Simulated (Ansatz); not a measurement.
**BrClH₃NOSi: how energies converge with the basis set**

How large a basis does BrClH₃NOSi need? Two functionals are run in growing sets.

The runs use Ansatz 0.2.0, Gaussian basis; one geometry, several basis sets.

Plan: PBE0-D4/def2-SVP; ωB97M-V/def2-SVP; PBE0-D4/def2-QZVPP; ωB97M-V/def2-QZVPP; the functionals' def2-TZVPP values are taken from earlier runs.

### Step 1. The relaxed structure

An earlier PBE0-D4 in a triple-zeta def2 set relaxation fixed the geometry.

SMILES `N[Si](O)(Cl)Br`, 8 atoms, charge 0, spin multiplicity 1.

Atoms are counted from 1 here; the program's logs count them from 0.

Bond lengths: N1–Si2 1.693 Å, N1–H6 1.007 Å, N1–H7 1.008 Å, Si2–O3 1.625 Å, Si2–Cl4 2.043 Å, Si2–Br5 2.208 Å, O3–H8 0.960 Å. Angles: Si2–N1–H6 119.3°, Si2–N1–H7 119.5°, H6–N1–H7 111.6°, N1–Si2–O3 111.3°, N1–Si2–Cl4 105.7°, N1–Si2–Br5 115.5°, O3–Si2–Cl4 112.5°, O3–Si2–Br5 103.6°, Cl4–Si2–Br5 108.3°, Si2–O3–H8 115.9°.

### Step 2. PBE0-D4 in def2-SVP

Contents of in.yaml:

```yaml
crystal:
  periodic: [false, false, false]
  atoms:
    - {symbol: N, position_ang: [0.115234, 0.988799, 0.720191]}
    - {symbol: Si, position_ang: [-0.163299, -0.255058, -0.394594]}
    - {symbol: O, position_ang: [0.825706, -1.517435, -0.131686]}
    - {symbol: Cl, position_ang: [-2.135276, -0.749796, -0.188719]}
    - {symbol: Br, position_ang: [0.205394, 0.263548, -2.508403]}
    - {symbol: H, position_ang: [-0.620937, 1.647311, 0.918637]}
    - {symbol: H, position_ang: [1.024228, 1.423355, 0.762517]}
    - {symbol: H, position_ang: [0.841251, -1.858022, 0.766258]}
basis:
  gaussian: {orbitals: def2-SVP}
hamiltonian: {xc: pbe0, dispersion: d4}
output: {orbitals: {seedname: orbitals}}
```

On the command line:

```
$ ansatz run in.yaml --threads 2 --pin off --events-out ev --progress --plain --max-ram 22528MiB --backend cpu
```

After this run come: ωB97M-V in def2-SVP; PBE0-D4 in def2-QZVPP; ωB97M-V in def2-QZVPP.

**Question.** What will the summary of the whole plan be? Wanted: PBE0-D4: double and triple zeta above quadruple; ωB97M-V: double and triple zeta above quadruple.

As calculated:

```
                                       quantity           value
PBE0-D4: double and triple zeta above quadruple  22.67, 2.29 eV
ωB97M-V: double and triple zeta above quadruple  22.58, 2.19 eV
```

PBE0-D4 gains 20.38 eV from double to triple zeta, then 2.29 eV more. These are total energies; as a rule much of such shifts cancels in differences, which this series doesn't test. The LUMO of ωB97M-V is positive and keeps falling with the basis (2.60 to 1.28 eV): an unbound level that the basis holds in place.
